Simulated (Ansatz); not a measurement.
# Sr2CuI2O2: the cost of one run

Computed with Ansatz 0.2.0 (DFT LDA+U (U_eff = 5 eV on Cu d), plane waves, PAW, unless a step's input says otherwise).

### 1 The starting structure

It takes space group I4/mmm (No. 139, tetragonal). The conventional cell has a = 4.059 Å, b = 4.059 Å, c = 20.684 Å, α = 90.00°, β = 90.00°, γ = 90.00°. Cu (site symmetry 4/mmm) is surrounded by 4 O at 2.03 Å. I (site symmetry 4mm) has 4 Sr at 3.37 Å and 1 Cu at 3.44 Å in its first shell of neighbours. O (site symmetry mmm) has 2 Cu at 2.03 Å and 4 Sr at 2.64 Å in its first shell of neighbours. Around Sr (site symmetry 4mm) lie 4 O at 2.64 Å and 4 Cu at 3.33 Å and 1 Sr at 3.36 Å and 4 I at 3.37 Å.

As a file:

```xyz
7
Lattice="-2.0296 2.0296 10.3421 2.0296 -2.0296 10.3421 2.0296 2.0296 -10.3421" Properties=species:S:1:pos:R:3 pbc="T T T"
Cu    0.0000    0.0000    0.0000
I     0.0000    0.0000    3.4448
I     0.0000    0.0000   17.2394
O     2.0296    0.0000    0.0000
O     0.0000    2.0296    0.0000
Sr    0.0000    0.0000    8.6612
Sr    0.0000    0.0000   12.0231
```

Magnetic order typed: ferromagnetic.

An earlier series on this cell reached its lowest free state from «natural orbitals of the symmetric run, filled by rank», perhaps among other starts.

### 2 From atoms, default search

Contents of input.yaml:

```yaml
crystal:
  lattice:
    - [-2.02962112, 2.02962112, 10.3421176]
    - [2.02962112, -2.02962112, 10.3421176]
    - [2.02962112, 2.02962112, -10.3421176]
  atoms:
    - { symbol: Cu, position: [0.0, 0.0, 0.0], spin: 1.0 }
    - { symbol: I, position: [0.166542, 0.166542, 0.0] }
    - { symbol: I, position: [0.833458, 0.833458, 0.0] }
    - { symbol: O, position: [0.0, 0.5, 0.5] }
    - { symbol: O, position: [0.5, 0.0, 0.5] }
    - { symbol: Sr, position: [0.418732, 0.418732, 0.0] }
    - { symbol: Sr, position: [0.581268, 0.581268, 0.0] }
basis:
  ecutwfc: 420
  ecutrho_ratio: 4
kpoints:
  mp_grid: { grid: [7, 7, 7] }
hamiltonian:
  xc: lda
  hubbard: { sites: [{ site: 0, l: d, u_eff: 5.0 }] }
scf:
  occupations: { method: gaussian, width: 0.05 }
output:
  forces: true
  stress: true
  eigenvalues: true
  populations: true
  hubbard: { sites: [{ site: 0, l: d }] }
  write_density: true
  write_potential: true
  elf: true
  volumetric_format: npy
magnetization:
  spin_polarized: true
```

Command:

```
> ansatz run input.yaml --threads 4 --pin off --max-ram 6144MiB --backend cpu --events-out ev --progress --plain --runs-dir out
```

What time and memory should one allow on 4 threads of Arm Neoverse V2, shared host?

About 28 s, with a peak of 1 GiB.
